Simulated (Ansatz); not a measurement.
# CH2ClFOTe: basis-set convergence

An exercise on one series of results from a longer session: the logs are not shown, and one member is left open.

Computed with Ansatz 0.2.0, Gaussian basis. Level: one geometry, several basis sets.

Plan: PBE0-D4/def2-SVP; ωB97M-V/def2-SVP; PBE0-D4/def2-QZVPP; ωB97M-V/def2-QZVPP; the functionals' def2-TZVPP values are taken from earlier runs.

1 further run of the same task is left out (for a known fault of the program). Runs told in other sessions of the task aren't counted.

## Structure used throughout

All runs share one geometry, relaxed beforehand with PBE0-D4 in a triple-zeta def2 set. Te takes the def2 core potential; no spin-orbit term is included.

SMILES `OC(F)(Cl)[TeH]`, 7 atoms, charge 0, spin multiplicity 1.

Atoms are counted from 1 here; the program's logs count them from 0.

Bond lengths: O1–C2 1.357 Å, O1–H6 0.966 Å, C2–F3 1.359 Å, C2–Cl4 1.764 Å, C2–Te5 2.198 Å, Te5–H7 1.655 Å. Angles: C2–O1–H6 108.1°, O1–C2–F3 110.6°, O1–C2–Cl4 107.2°, O1–C2–Te5 110.7°, F3–C2–Cl4 107.8°, F3–C2–Te5 107.6°, Cl4–C2–Te5 112.9°, C2–Te5–H7 92.2°.

Set-up of the first run:

The input, in.yaml:

```yaml
crystal:
  periodic: [false, false, false]
  atoms:
    - {symbol: O, position_ang: [0.103713, -0.482389, 1.461048]}
    - {symbol: C, position_ang: [-0.201152, -0.360535, 0.144560]}
    - {symbol: F, position_ang: [0.645689, -1.106467, -0.612838]}
    - {symbol: Cl, position_ang: [-1.829084, -1.002719, -0.074181]}
    - {symbol: Te, position_ang: [-0.010060, 1.730221, -0.505960]}
    - {symbol: H, position_ang: [0.991909, -0.127720, 1.597323]}
    - {symbol: H, position_ang: [0.360285, 1.281510, -2.055651]}
basis:
  gaussian: {orbitals: def2-SVP}
hamiltonian: {xc: pbe0, dispersion: d4}
output: {orbitals: {seedname: orbitals}}
```

On the command line:

```
$ ansatz run in.yaml --threads 4 --pin off --events-out ev --progress --plain --max-ram 10444MiB
```

Among the steps run: PBE0-D4 in def2-SVP; ωB97M-V in def2-SVP; PBE0-D4 in def2-QZVPP; ωB97M-V in def2-QZVPP.

One table of the session follows, with a row left open; its other results are not shown here.

It belongs to the step «Functionals by basis». 

```
functional       basis  HOMO (eV)
   PBE0-D4    def2-SVP      -6.64
   PBE0-D4  def2-TZVPP      -6.77
   PBE0-D4  def2-QZVPP          ?
   ωB97M-V    def2-SVP      -8.74
   ωB97M-V  def2-TZVPP      -8.90
   ωB97M-V  def2-QZVPP      -8.95
```

**Question.** Estimate the row for PBE0-D4, def2-QZVPP.

As computed: HOMO (eV): -6.80. In the column «HOMO (eV)» it lies between ωB97M-V, def2-SVP (-8.74) and PBE0-D4, def2-TZVPP (-6.77).
